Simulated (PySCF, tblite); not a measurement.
# AlH7O3SSi3, a small molecule taken as a stand-in for a surface group (silica 3-ring): infrared bands, NMR shifts, core binding energies and electronic excitations, part 2 of 2

tblite 0.8.0 and PySCF 2.14.0. Atoms count from 0, parts from 1. The steps go on from the part before.

## (5) Core-electron binding energies: SCAN, X2C

Job settings and geometry (Å):

```
{"job": {"kind": "xps", "holes": 2}, "charge": 0, "multiplicity": 1}
O      0.542358     0.247580     0.726556
Si     0.966663     1.221247    -0.552862
O      0.007696     0.861278    -1.799025
Si    -1.355810    -0.031561    -1.958527
O     -1.785906    -0.446460    -0.442167
Si    -1.071886    -0.288388     0.996846
S     -0.705156    -2.092440     1.987742
Al     1.372011    -1.157733     1.764820
H      2.319138     0.830723    -0.890373
H      0.660876     2.572071    -0.106603
H     -2.384903     0.870877    -2.438580
H     -1.009396    -1.240999    -2.679538
H     -1.701866     0.855123     1.637916
H      1.829116    -0.351956     2.999847
H      2.317064    -1.849363     0.753947
```

With the program's defaults for keys left out, this is: delta-SCF UKS SCAN, pcX-2 on the ionised atom, pcseg-1 elsewhere, spin-free X2C.

What it wrote:

```text
ground state, core basis on atom 4 (O), 198 functions
  cycle   1  E = -1742.06697395  |g| = 1.25e+00
  cycle   2  E = -1741.41606058  |g| = 2.22e+00
  cycle   3  E = -1742.34016771  |g| = 2.10e-01
  cycle   4  E = -1742.34710898  |g| = 1.25e-01
  cycle   5  E = -1742.35051017  |g| = 2.53e-02
  cycle   6  E = -1742.35061647  |g| = 1.27e-02
  cycle   7  E = -1742.35064270  |g| = 5.89e-03
  cycle   8  E = -1742.35065333  |g| = 7.58e-04
  cycle   9  E = -1742.35065093  |g| = 1.62e-04
  E(ground) = -1742.50029780 Eh
hole in O 1s of atom 4
  cycle   1  E = -1721.72471500  |g| = 2.23e+00
  cycle   2  E = -1720.90709159  |g| = 2.33e+00
  cycle   3  E = -1722.39883293  |g| = 5.56e-01
  cycle   4  E = -1722.41931575  |g| = 4.57e-01
  cycle   5  E = -1722.55188400  |g| = 1.02e-01
  cycle   6  E = -1722.55605851  |g| = 6.04e-02
  cycle   7  E = -1722.55746361  |g| = 9.95e-03
  cycle   8  E = -1722.55750776  |g| = 3.37e-03
  cycle   9  E = -1722.55751429  |g| = 1.29e-03
  cycle  10  E = -1722.55751638  |g| = 7.90e-04
  cycle  11  E = -1722.55751592  |g| = 1.87e-04
  E(ion) = -1722.70824155 Eh   <S^2> = 0.7618   hole on atom = 1.000   binding energy = 538.569 eV
ground state, core basis on atom 5 (Si), 209 functions
  cycle   1  E = -1742.42102792  |g| = 3.14e-01
  cycle   2  E = -1742.41475407  |g| = 2.25e-01
  cycle   3  E = -1742.41818495  |g| = 1.75e-01
  cycle   4  E = -1742.42387767  |g| = 2.42e-02
  cycle   5  E = -1742.42398703  |g| = 5.69e-03
  cycle   6  E = -1742.42399193  |g| = 9.37e-04
  cycle   7  E = -1742.42399071  |g| = 3.64e-04
  E(ground) = -1742.53592378 Eh
hole in Si 2p of atom 5
  cycle   1  E = -1738.08556871  |g| = 1.25e+00
  cycle   2  E = -1736.65928657  |g| = 1.85e+00
  cycle   3  E = -1738.20530091  |g| = 5.54e-01
  cycle   4  E = -1738.38270209  |g| = 2.37e-01
  cycle   5  E = -1738.40767857  |g| = 1.38e-01
  cycle   6  E = -1738.41697792  |g| = 3.64e-02
  cycle   7  E = -1738.41752174  |g| = 1.13e-02
  cycle   8  E = -1738.41759130  |g| = 3.83e-03
  cycle   9  E = -1738.41759852  |g| = 2.03e-03
  cycle  10  E = -1738.41759748  |g| = 5.16e-04
  cycle  11  E = -1738.41760012  |g| = 2.33e-04
  E(ion) = -1738.54071325 Eh   <S^2> = 0.7519   hole on atom = 1.003   binding energy = 108.715 eV
  2p3/2 = 108.567 eV   2p1/2 = 109.198 eV
```

Run time: 62 s. Hardware: 1 thread of Arm Neoverse N1, shared host; peak memory 0.55 GiB.

The holes in one table. −ε is the ground-state orbital energy:

| hole | stands for | environment | ΔSCF (eV; 2p as the shell's mean) | −ε (eV) | ⟨S²⟩ |
| --- | --- | --- | --- | --- | --- |
| O1s on O4 | O4 | oxygen bonded to 2 Si | 538.57 | 517.2 | 0.762 |
| Si2p on Si5 | Si5 |  | 108.78 | 98.2 | 0.752 |

With the spin-orbit splitting: Si5 2p3/2 108.57, 2p1/2 109.20 eV. The table gives each 2p level as the mean over the whole 2p shell (two parts 2p3/2, one part 2p1/2), which differs a little from the single hole in the log.

## (6) Ultraviolet spectrum: PBE0/def2-SVP

The job, as its differences from that of step 5:

```diff
@@ -1,2 +1,2 @@
-{"job": {"kind": "xps", "holes": 2}, "charge": 0, "multiplicity": 1}
+{"job": {"kind": "uv", "xc": "PBE0", "basis": "def2-SVP", "nstates": 6, "ntriplets": 2, "ip": false}, "charge": 0, "multiplicity": 1}
 O      0.542358     0.247580     0.726556
```

Method: TDDFT PBE0/def2-SVP, vertical, gas phase, core orbitals frozen in the response.

What it wrote:

```text
coarse grid: 15720 points
cycle   1  E = -1737.3444966559  dE =  1.318e+00  |g| = 1.099e+00  |ddm| = 4.066e+00
cycle   2  E = -1737.0839510022  dE =  2.605e-01  |g| = 1.600e+00  |ddm| = 2.156e+00
cycle   3  E = -1737.5713149019  dE = -4.874e-01  |g| = 1.030e-01  |ddm| = 1.389e+00
cycle   4  E = -1737.5733145090  dE = -2.000e-03  |g| = 5.342e-02  |ddm| = 1.892e-01
cycle   5  E = -1737.5740156474  dE = -7.011e-04  |g| = 1.118e-02  |ddm| = 6.628e-02
cycle   6  E = -1737.5740407846  dE = -2.514e-05  |g| = 3.478e-03  |ddm| = 1.269e-02
cycle   7  E = -1737.5740435096  dE = -2.725e-06  |g| = 9.756e-04  |ddm| = 4.836e-03
final grid: 130648 points
cycle   8  E = -1737.7962322056  dE = -8.576e-06  |g| = 9.735e-03  |ddm| = 2.316e-02
cycle   9  E = -1737.7962150626  dE =  1.714e-05  |g| = 1.377e-02  |ddm| = 1.827e-02
cycle  10  E = -1737.7962500534  dE = -3.499e-05  |g| = 7.296e-04  |ddm| = 1.042e-02
cycle  11  E = -1737.7962502014  dE = -1.480e-07  |g| = 1.375e-04  |ddm| = 1.223e-03
cycle  12  E = -1737.7962502071  dE = -5.646e-09  |g| = 5.645e-05  |ddm| = 2.532e-04
cycle  13  E = -1737.7962502078  dE = -7.612e-10  |g| = 1.796e-05  |ddm| = 6.791e-05
converged SCF energy = -1737.7962502078

Static polarisability (au): isotropic 99.364, principal 91.009 97.187 109.898

Singlet excitations
state   eV       nm        f      main configurations
  1   5.5174    224.7   0.00564   H->L 0.98
  2   6.5184    190.2   0.00152   H->L+1 0.90
  3   6.6402    186.7   0.00427   H-1->L 0.86
  4   6.7256    184.3   0.01339   H-2->L 0.76, H->L+3 0.12
  5   6.8428    181.2   0.01590   H->L+3 0.67, H-2->L 0.12
  6   6.9727    177.8   0.01434   H->L+2 0.86

Triplet excitations (Tamm-Dancoff, eV): 5.3139 6.1624
```

Wall time 46 s (1 thread of Arm Neoverse N1, shared host); peak memory 0.78 GiB.

The orbitals next to the gap, with their largest atomic shares:

| orbital | eV | atoms |
| --- | --- | --- |
| HOMO−3 | -8.99 | S6 25 %, O4 16 %, Si5 9 % |
| HOMO−2 | -8.41 | S6 32 %, Al7 27 %, H14 27 % |
| HOMO−1 | -8.31 | S6 40 %, Al7 26 %, H13 25 % |
| HOMO | -7.19 | S6 65 %, H13 10 %, H14 8 % |
| LUMO | -0.42 | Al7 41 %, Si5 24 %, Si1 18 % |
| LUMO+1 | 0.26 | Si1 43 %, Si3 30 %, O2 6 % |
| LUMO+2 | 0.64 | Si3 49 %, Si5 14 %, Si1 9 % |

With each of the 6 states as a Gaussian band of 0.4 eV half-width at 1/e, the curve within the window shown has maxima at 224 nm (ε 230), 181 nm (ε 1,800) L/(mol cm). Beyond the last state computed it falls off for lack of states. The curve at chosen wavelengths:

(nm, ε (L/mol/cm)): (170, 633), (173, 1060), (176, 1483), (180, 1813), (183, 1790), (186, 1561), (189, 1217), (193, 748), (196, 470), (199, 279), (202, 167), (206, 108), (209, 110), (212, 133), (215, 166), (219, 206), (222, 225), (225, 228), (228, 217), (232, 185), (235, 153), (238, 121), (241, 91), (245, 59), (248, 40), (251, 26)

Ground-state properties from the same run:

| property | computed |
| --- | --- |
| dipole moment (D) | 4.02 |
| polarisability (Å³) | 14.72 |
| HOMO–LUMO gap (eV) | 6.77 |
| −ε(HOMO) (eV) | 7.19 |

## (7) Excited states and response: PBE0/jun-cc-pV(D+d)Z

The job, as its differences from that of step 6:

```diff
@@ -1,2 +1,2 @@
-{"job": {"kind": "uv", "xc": "PBE0", "basis": "def2-SVP", "nstates": 6, "ntriplets": 2, "ip": false}, "charge": 0, "multiplicity": 1}
+{"job": {"kind": "uv", "xc": "PBE0", "basis": "jun-cc-pV(D+d)Z", "nstates": 1, "ntriplets": 2, "tda": true}, "charge": 0, "multiplicity": 1}
 O      0.542358     0.247580     0.726556
```

With the program's defaults for keys left out, this is: TDA PBE0/jun-cc-pV(D+d)Z, vertical, gas phase, core orbitals frozen in the response.

What it wrote:

```text
coarse grid: 15720 points
cycle   1  E = -1738.2382683888  dE =  1.404e+00  |g| = 1.091e+00  |ddm| = 3.747e+00
cycle   2  E = -1737.9498391351  dE =  2.884e-01  |g| = 1.640e+00  |ddm| = 2.137e+00
cycle   3  E = -1738.4602079771  dE = -5.104e-01  |g| = 1.093e-01  |ddm| = 1.398e+00
cycle   4  E = -1738.4624750440  dE = -2.267e-03  |g| = 5.623e-02  |ddm| = 2.056e-01
cycle   5  E = -1738.4632798918  dE = -8.048e-04  |g| = 1.212e-02  |ddm| = 7.732e-02
cycle   6  E = -1738.4633094490  dE = -2.956e-05  |g| = 3.664e-03  |ddm| = 1.561e-02
cycle   7  E = -1738.4633122077  dE = -2.759e-06  |g| = 1.159e-03  |ddm| = 5.437e-03
final grid: 130648 points
cycle   8  E = -1738.4863319800  dE = -8.058e-06  |g| = 8.098e-03  |ddm| = 3.756e-02
cycle   9  E = -1738.4863194628  dE =  1.252e-05  |g| = 1.160e-02  |ddm| = 1.506e-02
cycle  10  E = -1738.4863444219  dE = -2.496e-05  |g| = 6.981e-04  |ddm| = 8.565e-03
cycle  11  E = -1738.4863445538  dE = -1.319e-07  |g| = 1.400e-04  |ddm| = 1.054e-03
cycle  12  E = -1738.4863445593  dE = -5.523e-09  |g| = 5.235e-05  |ddm| = 2.935e-04
cycle  13  E = -1738.4863445599  dE = -5.721e-10  |g| = 1.880e-05  |ddm| = 6.977e-05
converged SCF energy = -1738.4863445599

Static polarisability (au): isotropic 111.306, principal 100.914 111.113 121.892

Singlet excitations
state   eV       nm        f      main configurations
  1   5.2833    234.7   0.00681   H->L 0.96

Triplet excitations (Tamm-Dancoff, eV): 5.0850 5.7454
```

It took 57 s on 1 thread of Arm Neoverse N1, shared host; peak memory 1.1 GiB.

In short: HOMO -7.25 eV, LUMO -0.79 eV; lowest singlet 5.28 eV.

## (8) TDDFT and polarisability: BP86/cc-pVDZ

The job, as its differences from that of step 7:

```diff
@@ -1,2 +1,2 @@
-{"job": {"kind": "uv", "xc": "PBE0", "basis": "jun-cc-pV(D+d)Z", "nstates": 1, "ntriplets": 2, "tda": true}, "charge": 0, "multiplicity": 1}
+{"job": {"kind": "uv", "xc": "BP86", "basis": "cc-pVDZ", "nstates": 3, "ntriplets": 2, "tda": false, "scf": {"aux": "cc-pvdz-ri", "conv": 0.1, "max_cycle": 81}}, "charge": 0, "multiplicity": 1}
 O      0.542358     0.247580     0.726556
```

With the program's defaults for keys left out, this is: TDDFT BP86/cc-pVDZ, vertical, gas phase, core orbitals frozen in the response.

What it wrote:

```text
final grid: 130648 points
cycle   1  E = -1739.1741900295  dE =  1.480e+00  |g| = 1.345e+00  |ddm| = 7.731e+00
cycle   2  E = -1738.0282885406  dE =  1.146e+00  |g| = 2.728e+00  |ddm| = 5.209e+00
cycle   3  E = -1739.5015249859  dE = -1.473e+00  |g| = 2.382e-01  |ddm| = 3.546e+00
cycle   4  E = -1739.5117284007  dE = -1.020e-02  |g| = 1.532e-01  |ddm| = 7.592e-01
converged SCF energy = -1739.5117284007

Static polarisability (au): isotropic 106.424, principal 94.688 105.411 119.174

Singlet excitations
state   eV       nm        f      main configurations
  1   4.9438    250.8   0.00314   H->L 1.00
  2   5.5562    223.1   0.00144   H->L+1 1.00
  3   5.9067    209.9   0.00061   H-1->L 0.98

Triplet excitations (Tamm-Dancoff, eV): 4.7974 5.4969
```

It took 29 s on 1 thread of Arm Neoverse N1, shared host; peak memory 0.47 GiB.

The run ended normally, but its values are not to be used for the molecule: the SCF threshold of 0.1 Eh is far too loose; the fitting basis cc-pvdz-ri is not made for Coulomb and exchange fitting here.

## (9) Side by side: electronic excitations

Excitations and ground-state properties, with basis size and wall time:

| run | lowest singlet (eV) | brightest (eV) | f | gap (eV) | α (Å³) | μ (D) | functions | time |
| --- | --- | --- | --- | --- | --- | --- | --- | --- |
| PBE0/def2-SVP | 5.52 | 6.84 | 0.016 | 6.77 | 14.72 | 4.02 | 167 | 46 s |
| PBE0/jun-cc-pV(D+d)Z | 5.28 | 5.28 | 0.007 | 6.46 | 16.49 | 3.84 | 224 | 57 s |

## (10) Outcome

The summary covers parts 1 to 2.

| quantity | value |
| --- | --- |
| strongest single infrared mode (GFN2-xTB) | 1066 cm⁻¹ |
| ¹H shifts against TMS (PBE0/pcSseg-1) | 5.84, 5.38, 5.23, 5.17, 5.10, 4.71, 4.61 ppm |
| ¹⁷O shifts against H2O (PBE0/pcSseg-1) | 122.8, 106.3, 85.5 ppm |
| ²⁹Si shifts against TMS (PBE0/pcSseg-1) | -13.3, -32.2, -37.4 ppm |
| ³³S shifts against CS2 (PBE0/pcSseg-1) | -228 ppm |
| ²⁷Al shifts against AlH4- (PBE0/pcSseg-1) | 88.1 ppm |
| O1s binding energies, SCAN/pcX-2 (standing for 1 of 3 atoms) | O4 538.57 eV |
| Si2p binding energies, SCAN/pcX-2 (standing for 1 of 3 atoms) | Si5 108.78 eV |
| lowest singlet (PBE0/def2-SVP) | 5.52 eV (225 nm), f = 0.006 |
| brightest single state of those computed | state 5, 6.84 eV, f = 0.016 |
| lowest triplet | 5.31 eV |
| range of the lowest singlet | 5.28 to 5.52 eV |
| runs | 7, of which 0 failed and 1 ended on unsound input |

**Reading.** On relaxing, metal atoms bound new neighbours (O0–Al7). No mode is imaginary at GFN2-xTB; the softest lies at 46 cm⁻¹. At PBE0/pcSseg-1: The largest span, 253 ppm, is at S6, where the paramagnetic term is -329 ppm. The first singlet state (HOMO→LUMO 0.98) lies at 5.52 eV and is weak; of the 6 states computed, the strongest absorption comes from state 5 at 6.84 eV. The lowest triplet lies 0.20 eV below the lowest singlet (triplets in Tamm-Dancoff, singlets in full TDDFT). The basis of PBE0/def2-SVP has no diffuse functions, so Rydberg states are missing and the high states are unreliable. The lowest singlet runs from 5.28 eV (PBE0/jun-cc-pV(D+d)Z) to 5.52 eV (PBE0/def2-SVP), while the orbital gap spans 6.46 to 6.77 eV. The lowest state need not be the same one in every run. The runs solved for a few states only, so the brightest column depends on that window. A capped cluster stands for the solid here, so long-range fields and strain are missing, and bands or shifts of the capping hydrogens have no counterpart in it.
